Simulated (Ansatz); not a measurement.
# Ir: the cost of one run

Program: the Python package of Ansatz 0.2.0. The levels of theory stand in the script. These are calculated values, not measurements.

This is Ir in the hcp structure; at room conditions it is fcc.

## (1) The system

Symmetry: P6_3/mmc, No. 194, hexagonal system. Conventional cell: a = 2.751 Å, b = 2.751 Å, c = 4.462 Å, α = 90.00°, β = 90.00°, γ = 120.00°. Ir (site symmetry -6m2) is surrounded by 12 Ir at 2.74 to 2.75 Å.

ir.xyz, read by the script:

```xyz
2
Lattice="2.75137789 0.0 0.0 -1.37568895 2.38276315 0.0 0.0 0.0 4.46229" Properties=species:S:1:pos:R:3 pbc="T T T"
Ir    1.37568896    0.79425438    3.34671750
Ir   -0.00000001    1.58850878    1.11557250
```

## (2) Script

lattice_ir.py

```python
# -*- coding: utf-8 -*-
import warnings

import ansatz as az
import numpy as np

def edges_and_angles(cell):
    cell = np.asarray(cell)
    a, b, c = np.linalg.norm(cell, axis=1)
    cosines = cell[1] @ cell[2] / (b * c), cell[0] @ cell[2] / (a * c), cell[0] @ cell[1] / (a * b)
    return (a, b, c, *np.degrees(np.arccos(cosines)))

warnings.simplefilter('ignore', az.DeckWarning)

crystal = az.Crystal.from_extxyz('ir.xyz')

model = (
    crystal.calculation()
    .basis(420, xc_grid=1)
    .scf(tolerance=1e-08, max_iterations=150, extra_bands=16, self_checks='high')
    .kpoints(10, 10, 5, center='gamma')
    .occupations(az.OccupationsMethod.GAUSSIAN, width=0.15)
    .eigensolver('auto', mixed_precision=False)
    .relax(cell=True)
)

levels = [('lda', 'none'), ('pbesol', 'none'), ('blyp', 'd3bj')]
print('level            a       b       c    alpha   beta  gamma  V/atom  steps')
for name, dispersion in levels:
    seen = []
    run = model.functional(name, dispersion=dispersion).session().plan()
    result = run.execute(on_event=lambda e: seen.append(e) if e['event'] == 'relax_step' else None)
    cell = result.lattice.cell_ang
    label = name if dispersion == 'none' else f'{name}+{dispersion}'
    print('{:13s} {:7.4f} {:7.4f} {:7.4f} {:6.2f} {:6.2f} {:6.2f}'.format(label, *edges_and_angles(cell)), f'{abs(np.linalg.det(cell)) / len(result.lattice.sites):7.3f} {len(seen):5d}')
```

## (3) What the engine is handed

The engine receives this input (first run):

```yaml
crystal:
  lattice:
    - [2.75137789, 0.0, 0.0]
    - [-1.37568895, 2.38276315, 0.0]
    - [0.0, 0.0, 4.46229]
  atoms:
    - { symbol: Ir, position: [0.6666666720247695, 0.33333333193439724, 0.75] }
    - { symbol: Ir, position: [0.3333333337081771, 0.6666666722624109, 0.25] }
basis:
  ecutwfc: 420.0
  xc_grid: 1
kpoints:
  mp_grid:
    grid: [10, 10, 5]
    shift: [0.0, 0.0, 0.0]
hamiltonian:
  xc: lda
  dispersion: none
scf:
  max_iter: 150
  n_extra_bands: 16
  self_checks: high
  convergence:
    dr2_threshold: 1.0e-08
  occupations:
    method: gaussian
    width: 0.15
  eigensolver:
    kind: auto
    mixed_precision: false
relax:
  cell: {}
```

## (4) Running it

Run with:

```console
python lattice_ir.py
```

What time and memory should one allow on 1 thread of Arm Neoverse N1, shared host?

About 46 s, with a peak of 0.37 GiB.
